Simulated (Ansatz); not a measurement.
# C6H19HfN3Se: basis-set convergence

One table from this session's results is given with a row withheld; the runs are named, their logs left out.

Program: Ansatz 0.2.0, Gaussian basis. Level of theory: one geometry, several basis sets. These are calculated values, not measurements.

Levels to be run: PBE0-D4/def2-SVP; ωB97M-V/def2-SVP; PBE0-D4/def2-QZVPP; ωB97M-V/def2-QZVPP; the functionals' def2-TZVPP values are taken from earlier runs.

## The geometry

The geometry comes from an earlier relaxation with PBE0-D4 in a triple-zeta def2 set; it is a stationary point, not always the lowest conformer. Hf takes the def2 core potential; no spin-orbit term is included.

SMILES `C[N](C)[Hf]([SeH])([N](C)C)[N](C)C`, 30 atoms, charge 0, spin multiplicity 1.

Atoms are counted from 1 here; the program's logs count them from 0.

Bond lengths: C1–N2 1.443 Å, C1–H12 1.100 Å, C1–H13 1.092 Å, C1–H14 1.100 Å, N2–C3 1.448 Å, N2–Hf4 2.039 Å, C3–H15 1.099 Å, C3–H16 1.100 Å, C3–H17 1.096 Å, Hf4–Se5 2.637 Å, Hf4–N6 2.032 Å, Hf4–N9 2.038 Å, Se5–H18 1.472 Å, N6–C7 1.449 Å, N6–C8 1.443 Å, C7–H19 1.100 Å, C7–H20 1.099 Å, C7–H21 1.097 Å and more. Angles: N2–C1–H12 111.5°, N2–C1–H13 110.8°, N2–C1–H14 111.7°, H12–C1–H13 107.6°, H12–C1–H14 107.1°, H13–C1–H14 108.0°, C1–N2–C3 111.8°, C1–N2–Hf4 129.2°, C3–N2–Hf4 118.9°, N2–C3–H15 111.7°, N2–C3–H16 111.6°, N2–C3–H17 111.1°, H15–C3–H16 107.7°, H15–C3–H17 106.8°, H16–C3–H17 107.7°, N2–Hf4–Se5 110.9°, N2–Hf4–N6 109.2°, N2–Hf4–N9 108.3° and more.

The first run:

The input, in.yaml:

```yaml
crystal:
  periodic: [false, false, false]
  atoms:
    - {symbol: C, position_ang: [1.968126, 1.427717, 1.493828]}
    - {symbol: N, position_ang: [0.587574, 1.440973, 1.074348]}
    - {symbol: C, position_ang: [-0.191012, 2.410777, 1.815983]}
    - {symbol: Hf, position_ang: [-0.322397, 0.366779, -0.400182]}
    - {symbol: Se, position_ang: [-1.607304, 1.957174, -2.065773]}
    - {symbol: N, position_ang: [-1.753067, -0.818489, 0.422087]}
    - {symbol: C, position_ang: [-2.455733, -1.729145, -0.458993]}
    - {symbol: C, position_ang: [-2.219453, -0.913398, 1.784092]}
    - {symbol: N, position_ang: [1.096024, -0.747655, -1.348722]}
    - {symbol: C, position_ang: [1.188579, -2.172390, -1.550068]}
    - {symbol: C, position_ang: [2.170736, -0.035964, -2.006699]}
    - {symbol: H, position_ang: [2.062551, 1.170428, 2.558949]}
    - {symbol: H, position_ang: [2.538719, 0.690542, 0.924255]}
    - {symbol: H, position_ang: [2.444741, 2.409485, 1.354198]}
    - {symbol: H, position_ang: [0.204891, 3.428788, 1.693017]}
    - {symbol: H, position_ang: [-0.202412, 2.183774, 2.892162]}
    - {symbol: H, position_ang: [-1.230694, 2.430206, 1.469281]}
    - {symbol: H, position_ang: [-0.342921, 2.454790, -2.631096]}
    - {symbol: H, position_ang: [-2.307073, -2.777874, -0.163735]}
    - {symbol: H, position_ang: [-3.536483, -1.532278, -0.465260]}
    - {symbol: H, position_ang: [-2.106798, -1.624453, -1.494251]}
    - {symbol: H, position_ang: [-3.291171, -0.680196, 1.860545]}
    - {symbol: H, position_ang: [-1.675070, -0.218615, 2.427301]}
    - {symbol: H, position_ang: [-2.076153, -1.925706, 2.188835]}
    - {symbol: H, position_ang: [1.144224, -2.436605, -2.616875]}
    - {symbol: H, position_ang: [0.371357, -2.689297, -1.041522]}
    - {symbol: H, position_ang: [2.132488, -2.574309, -1.153819]}
    - {symbol: H, position_ang: [2.164414, -0.197223, -3.093836]}
    - {symbol: H, position_ang: [2.087600, 1.046527, -1.841199]}
    - {symbol: H, position_ang: [3.155736, -0.344383, -1.626862]}
basis:
  gaussian: {orbitals: def2-SVP}
hamiltonian: {xc: pbe0, dispersion: d4}
output: {orbitals: {seedname: orbitals}}
```

Command:

```console
> ansatz run in.yaml --threads 11 --pin off --events-out ev --progress --plain --max-ram 174080MiB --backend cuda --devices 0, --max-vram 75GiB
```

Steps of the session up to this table: PBE0-D4 in def2-SVP; ωB97M-V in def2-SVP; PBE0-D4 in def2-QZVPP; ωB97M-V in def2-QZVPP.

One of the session's tables, all rows but one given; the rest of the session is left out.

It belongs to the step «Functionals by basis». 

```
functional       basis  HOMO (eV)  LUMO (eV)
   PBE0-D4    def2-SVP      -6.03      -0.04
   PBE0-D4  def2-TZVPP      -6.12      -0.11
   PBE0-D4  def2-QZVPP          ?          ?
   ωB97M-V    def2-SVP      -8.19       1.73
   ωB97M-V  def2-TZVPP      -8.29       1.39
   ωB97M-V  def2-QZVPP      -8.32       0.89
```

Q: Estimate the row for PBE0-D4, def2-QZVPP from the others.

The run gave: HOMO (eV): -6.15; LUMO (eV): -0.19. In the column «HOMO (eV)» it lies between ωB97M-V, def2-SVP (-8.19) and PBE0-D4, def2-TZVPP (-6.12).
